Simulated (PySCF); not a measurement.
**RuSe₂⁺: doublet, from a end-on start**

The task is one start of a wider search on RuSe₂⁺: the doublet, from a end-on start. It is relaxed, tested by its Hessian and followed downhill if it is a saddle.

Program: PySCF 2.14.0. Level of theory: PBE0, basis Ru def2-SVP with ECP28, Se def2-SVP, scalar-relativistic core potentials, no spin–orbit coupling, density fitting. These are calculated values, not measurements.

### Step 1. The starting structure

3 atoms, charge 1, spin multiplicity 2.

Bond lengths: Ru1–Se2 2.482 Å, Se2–Se3 2.348 Å. Angles: Ru1–Se2–Se3 119.9°.

Z-matrix (Å, degrees; charge 1 multiplicity 2):
```
Ru
Se 1 2.4823
Se 2 2.3481 1 119.89
```

### Step 2. Finding the electronic state

The steps below are one call of a driver around PySCF. For each, scf.py gives the equivalent set-up of the SCF; relaxations use the driver's own optimiser. After this first run the driver tries any further starts and a stability analysis.

The input, scf.py:

```python
from pyscf import gto, scf, dft
mol = gto.M(atom='''
Ru     0.000000     0.000000     0.000000
Se     0.000000     0.000000     2.482300
Se     2.035800     0.000000     3.652300''',
    basis={'Ru': 'def2-SVP', 'Se': 'def2-SVP'},
    ecp={'Ru': 'def2-SVP'},
    charge=1, spin=1)
mf = dft.UKS(mol, xc='PBE0')
mf.grids.atom_grid = (50, 194)
aux = {'Ru': 'def2-universal-JKFIT', 'Se': 'def2-universal-JKFIT'}
mf = mf.density_fit(auxbasis=aux)
mf.conv_tol = 1e-08
mf.diis_space = 10
mf.max_cycle = 60
mf.init_guess = 'minao'
mf.verbose = 4
mf.kernel()
```

The run is started by

```
$ OMP_NUM_THREADS=2 python axn.py task.json out
```

Output:

```text
[... the frontier levels of the middle cycles are left out ...]
init E= -4885.86171021164
[... the frontier-level lines of each cycle are left out ...]
cycle= 1 E= -4893.08423711304  delta_E= -7.22  |g|= 1.81  |ddm|= 2.23
cycle= 2 E= -4870.15226816147  delta_E= 22.9  |g|= 5.47  |ddm|= 11.5
cycle= 3 E= -4882.88593769487  delta_E= -12.7  |g|= 2.94  |ddm|= 6.92
cycle= 4 E= -4895.83807324185  delta_E=  -13  |g|= 0.924  |ddm|= 8.93
cycle= 5 E= -4894.35259172318  delta_E= 1.49  |g|=  1.4  |ddm|=  2.5
cycle= 6 E= -4895.85581046549  delta_E= -1.5  |g|= 0.95  |ddm|= 2.27
cycle= 7 E= -4896.17563231673  delta_E= -0.32  |g|= 0.661  |ddm|= 0.355
cycle= 8 E= -4896.23758611732  delta_E= -0.062  |g|= 0.583  |ddm|= 0.185
cycle= 9 E= -4896.32664865946  delta_E= -0.0891  |g|= 0.461  |ddm|= 0.21
cycle= 10 E= -4896.45422409857  delta_E= -0.128  |g|= 0.21  |ddm|= 0.522
cycle= 11 E= -4896.48209911028  delta_E= -0.0279  |g|= 0.124  |ddm|= 0.26
cycle= 12 E= -4896.50126098471  delta_E= -0.0192  |g|= 0.0241  |ddm|= 0.349
cycle= 13 E= -4896.50302867665  delta_E= -0.00177  |g|= 0.0247  |ddm|= 0.125
cycle= 14 E= -4896.50422223627  delta_E= -0.00119  |g|= 0.012  |ddm|= 0.0775
[... 2 cycles left out ...]
cycle= 17 E= -4896.50566842314  delta_E= -0.000232  |g|= 0.00477  |ddm|= 0.0418
cycle= 18 E= -4896.505934963  delta_E= -0.000267  |g|= 0.0037  |ddm|= 0.0528
cycle= 19 E= -4896.50624504906  delta_E= -0.00031  |g|= 0.00336  |ddm|= 0.0689
cycle= 20 E= -4896.50648315073  delta_E= -0.000238  |g|= 0.00275  |ddm|= 0.0631
cycle= 21 E= -4896.50676491776  delta_E= -0.000282  |g|= 0.00194  |ddm|= 0.109
cycle= 22 E= -4896.50679552533  delta_E= -3.06e-05  |g|= 0.00172  |ddm|= 0.0143
cycle= 23 E= -4896.50685066165  delta_E= -5.51e-05  |g|= 0.00133  |ddm|= 0.0301
cycle= 24 E= -4896.50692526181  delta_E= -7.46e-05  |g|= 0.00109  |ddm|= 0.0488
cycle= 25 E= -4896.50697875575  delta_E= -5.35e-05  |g|= 0.000691  |ddm|= 0.0609
cycle= 26 E= -4896.5069891385  delta_E= -1.04e-05  |g|= 0.000291  |ddm|= 0.0259
cycle= 27 E= -4896.5069914211  delta_E= -2.28e-06  |g|= 0.000371  |ddm|= 0.0172
cycle= 28 E= -4896.50699154136  delta_E= -1.2e-07  |g|= 9.86e-05  |ddm|= 0.00226
cycle= 29 E= -4896.50699165332  delta_E= -1.12e-07  |g|= 4.67e-05  |ddm|= 0.00361
cycle= 30 E= -4896.50699166159  delta_E= -8.27e-09  |g|= 2.28e-05  |ddm|= 0.000529
Extra cycle  E= -4896.50699166388  delta_E= -2.3e-09  |g|= 2.31e-05  |ddm|= 0.000118
converged SCF energy = -4896.50699166388  <S^2> = 2.5310886  2S+1 = 3.3353192
```

This step, with its further starts and checks, took 33 s on 2 threads of Arm Neoverse V2, shared host.

The starts that the driver tried:

```csv
start,energy (Eh)
the minimal-basis guess,-4896.506992
a thermally smeared density,-4896.506992
a smeared PBE density,-4896.506992
```

The test of internal stability and the other starts found no lower solution of this spin.

### Step 3. End-on start, doublet: relaxation

The program finds Cs symmetry in the start, which this walk keeps.

Changes to scf.py since step 2:

```diff
@@ -3,3 +3,3 @@
-Ru     0.000000     0.000000     0.000000
-Se     0.000000     0.000000     2.482300
-Se     2.035800     0.000000     3.652300''',
+Ru    -0.621593     0.000000    -1.873083
+Se    -0.621593     0.000000     0.609217
+Se     1.414207     0.000000     1.779217''',
@@ -16 +15,0 @@
-mf.init_guess = 'minao'
```

Steps of the walk:

```csv
step,energy (Eh),change (kJ/mol),largest symmetric gradient (Eh/bohr)
0,-4896.506992,0.00,0.03338
1,-4896.514425,-19.52,0.01088
2,-4896.516280,-24.39,0.01338
3,-4896.517532,-27.67,0.00797
4,-4896.520132,-34.50,0.00828
5,-4896.527550,-53.98,0.03898
6,-4896.538356,-82.35,0.05319
7,-4896.542446,-93.09,0.03824
8,-4896.544678,-98.95,0.02806
9,-4896.548494,-108.96,0.02134
10,-4896.550436,-114.06,0.00242
11,-4896.550506,-114.25,0.00082
12,-4896.550509,-114.25,0.00018
```

The walk took 76 s.

After 12 steps and 114.3 kJ/mol it ends at C2v: Ru–Se 2.417 Å (×2), Se–Se 2.223 Å; Ru–Se–Se 62.6° (×2), Se–Ru–Se 54.8°.

### Step 4. Hessian and properties

On the finer grid the gradient is checked again; gradients at displacements of ±0.02 bohr then give force constants and infrared intensities.

Changes to scf.py since step 3:

```diff
@@ -3,3 +3,3 @@
-Ru    -0.621593     0.000000    -1.873083
-Se    -0.621593     0.000000     0.609217
-Se     1.414207     0.000000     1.779217''',
+Ru    -0.010129     0.000000    -1.310634
+Se    -1.105143     0.000000     0.844158
+Se     1.118058     0.000000     0.826976''',
@@ -10 +10 @@
-mf.grids.atom_grid = (50, 194)
+mf.grids.atom_grid = (75, 302)
@@ -13 +13 @@
-mf.conv_tol = 1e-08
+mf.conv_tol = 1e-10
```

This SCF starts from the last density.

SCF at the final geometry:

```text
init E= -4896.550578223
[... the frontier-level lines of each cycle are left out ...]
cycle= 1 E= -4896.55057822299  delta_E= 5.46e-12  |g|= 1.68e-06  |ddm|= 4.24e-06
Extra cycle  E= -4896.55057822298  delta_E= 7.28e-12  |g|= 4.25e-06  |ddm|= 6.75e-06
converged SCF energy = -4896.55057822298  <S^2> = 1.5745594  2S+1 = 2.701525
```

The whole step took 70 s.

Geometry: C2v; Ru–Se 2.417 Å (×2), Se–Se 2.223 Å; Ru–Se–Se 62.6° (×2), Se–Ru–Se 54.8°.

Harmonic modes (main isotopes):

```csv
symmetry,ω (cm⁻¹),IR (km/mol)
b2,176,0.4
a1,240,1.2
a1,373,1.1
```

All wavenumbers are real: a minimum.

Properties at this point:

| Quantity | Value |
| --- | --- |
| Dipole moment about the centre of mass | 2.86 D |
| Highest occupied level | -12.05 eV |
| Lowest empty level | -9.27 eV |
| Rotational constants | 0.08535, 0.05881, 0.03482 cm⁻¹ |
| Zero-point energy | 4.7 kJ/mol |
| Principal polarisabilities | 41.6, 70.3, 76.8 bohr³ |
| Principal traceless quadrupole moments about the centre of mass | -10.04, 0.22, 9.82 D Å |
| Entropy at 298.15 K and 1 bar (electronic part: spin only) | 320.0 J/(mol K) |
| Heat capacity Cp at 298.15 K | 54.9 J/(mol K) |
| Enthalpy at 298.15 K above 0 K | 13.69 kJ/mol |
| Rotational symmetry number | 2 |
| Spin squared ⟨S²⟩ | 1.575 |

Populations by atom (charges in e):

```tsv
atom	Mulliken	Löwdin	polar tensor	spin (Mulliken)	Mayer order to Ru1
Ru1	0.48	0.01	0.68	2.12	–
Se2,3	0.26	0.50	0.16	-0.56	1.05
```

Outer orbital energies (eV). α occupied: -16.25, -15.49, -14.99, -14.42, -14.10, -13.48, -12.96, -12.34; empty: -9.27, -8.82, -7.32, -5.99. β occupied: -23.29, -16.21, -15.67, -15.56, -13.93, -12.44, -12.26, -12.05; empty: -8.30, -8.27, -8.23, -6.82.

Mulliken populations on Ru1 (outside its core potential): s 2.33, p 6.16, d 7.03, f 0.00.

### Step 5. Summary of results

| quantity | value |
| --- | --- |
| minimum | broken-symmetry (Ms = 1/2), C2v |
| geometry | Ru–Se 2.417 Å (×2), Se–Se 2.223 Å; Ru–Se–Se 62.6° (×2), Se–Ru–Se 54.8° |
| wavenumbers (cm⁻¹) | 176 (b2), 240 (a1), 373 (a1) |
| dipole moment (centre of mass) | 2.86 D |
| highest occupied, lowest empty level (either spin) | -12.05, -9.27 eV |
| polar-tensor charge of Ru1 | +0.68 e |
| zero-point energy | 4.7 kJ/mol |
| entropy at 298.15 K | 320.0 J/(mol K) |
| ⟨S²⟩ | 1.575 |

The end-on start (Cs) ends in a minimum of C2v symmetry. The determinant is spin-contaminated (⟨S²⟩ = 1.57 against 0.75), so it is no pure spin state. The strongest infrared band lies at 240 cm⁻¹ (a1). Only this shape and spin were tried, so other structures or states may lie lower. One determinant may miss the lowest occupation of an open d or f shell.

The search up to here took 3 min.
